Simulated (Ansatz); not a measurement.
# C₂H₆ClFSi: small, medium and large basis sets

The task here is to estimate one member of a computed series from the others.

Program: Ansatz 0.2.0, Gaussian basis. Level of theory: one geometry, several basis sets. These are calculated values, not measurements.

The runs, in order: PBE0-D4/def2-SVP; ωB97M-V/def2-SVP; PBE0-D4/def2-QZVPP; ωB97M-V/def2-QZVPP; the functionals' def2-TZVPP values are taken from earlier runs.

### Structure used throughout

An earlier PBE0-D4 in a triple-zeta def2 set relaxation fixed the geometry.

SMILES `FC[SiH2]CCl`, 11 atoms, charge 0, spin multiplicity 1.

Atoms are counted from 1 here; the program's logs count them from 0.

Bond lengths: F1–C2 1.394 Å, C2–Si3 1.890 Å, C2–H6 1.095 Å, C2–H7 1.094 Å, Si3–C4 1.882 Å, Si3–H8 1.488 Å, Si3–H9 1.486 Å, C4–Cl5 1.787 Å, C4–H10 1.090 Å, C4–H11 1.091 Å. Angles: F1–C2–Si3 109.3°, F1–C2–H6 108.2°, F1–C2–H7 108.2°, Si3–C2–H6 111.8°, Si3–C2–H7 111.1°, H6–C2–H7 108.1°, C2–Si3–C4 109.1°, C2–Si3–H8 109.7°, C2–Si3–H9 109.1°, C4–Si3–H8 108.9°, C4–Si3–H9 109.9°, H8–Si3–H9 110.1°, Si3–C4–Cl5 109.5°, Si3–C4–H10 112.3°, Si3–C4–H11 111.3°, Cl5–C4–H10 107.6°, Cl5–C4–H11 107.5°, H10–C4–H11 108.5°.

Coordinates:

```xyz
11

F    -2.14985    0.43530    0.21551
C    -1.07440    1.03865   -0.43407
Si    0.27791   -0.24850   -0.73141
C     0.84300   -0.94200    0.92402
Cl    1.54684    0.37076    1.91111
H    -1.43868    1.46982   -1.37214
H    -0.71000    1.85581    0.19631
H    -0.26161   -1.36046   -1.55958
H     1.42172    0.39781   -1.42511
H     1.60452   -1.71386    0.81176
H     0.00605   -1.36033    1.48420
```

Set-up of the first run:

Contents of in.yaml:

```yaml
crystal:
  periodic: [false, false, false]
  atoms:
    - {symbol: F, position_ang: [-2.149851, 0.435300, 0.215513]}
    - {symbol: C, position_ang: [-1.074401, 1.038651, -0.434067]}
    - {symbol: Si, position_ang: [0.277910, -0.248501, -0.731407]}
    - {symbol: C, position_ang: [0.842997, -0.941997, 0.924022]}
    - {symbol: Cl, position_ang: [1.546838, 0.370763, 1.911108]}
    - {symbol: H, position_ang: [-1.438683, 1.469815, -1.372137]}
    - {symbol: H, position_ang: [-0.709996, 1.855807, 0.196310]}
    - {symbol: H, position_ang: [-0.261609, -1.360458, -1.559582]}
    - {symbol: H, position_ang: [1.421718, 0.397811, -1.425114]}
    - {symbol: H, position_ang: [1.604524, -1.713863, 0.811759]}
    - {symbol: H, position_ang: [0.006055, -1.360329, 1.484197]}
basis:
  gaussian: {orbitals: def2-SVP}
hamiltonian: {xc: pbe0, dispersion: d4}
output: {orbitals: {seedname: orbitals}}
```

Run with:

```bash
ansatz run in.yaml --threads 4 --pin off --events-out ev --progress --plain --max-ram 10444MiB
```

Among the steps run: PBE0-D4 in def2-SVP; ωB97M-V in def2-SVP; PBE0-D4 in def2-QZVPP; ωB97M-V in def2-QZVPP.

One table of the session follows, with a row left open; its other results are not shown here.

It belongs to the step «Functionals by basis». 

```
functional       basis  HOMO (eV)  LUMO (eV)
   PBE0-D4    def2-SVP      -8.05       0.60
   PBE0-D4  def2-TZVPP      -8.18       0.08
   PBE0-D4  def2-QZVPP          ?          ?
   ωB97M-V    def2-SVP     -10.27       2.62
   ωB97M-V  def2-TZVPP     -10.43       1.81
   ωB97M-V  def2-QZVPP     -10.47       1.36
```

Q: Estimate the row for PBE0-D4, def2-QZVPP from the others.

**Answer.** HOMO (eV): -8.21; LUMO (eV): -0.11. In the column «HOMO (eV)» it lies between ωB97M-V, def2-SVP (-10.27) and PBE0-D4, def2-TZVPP (-8.18).
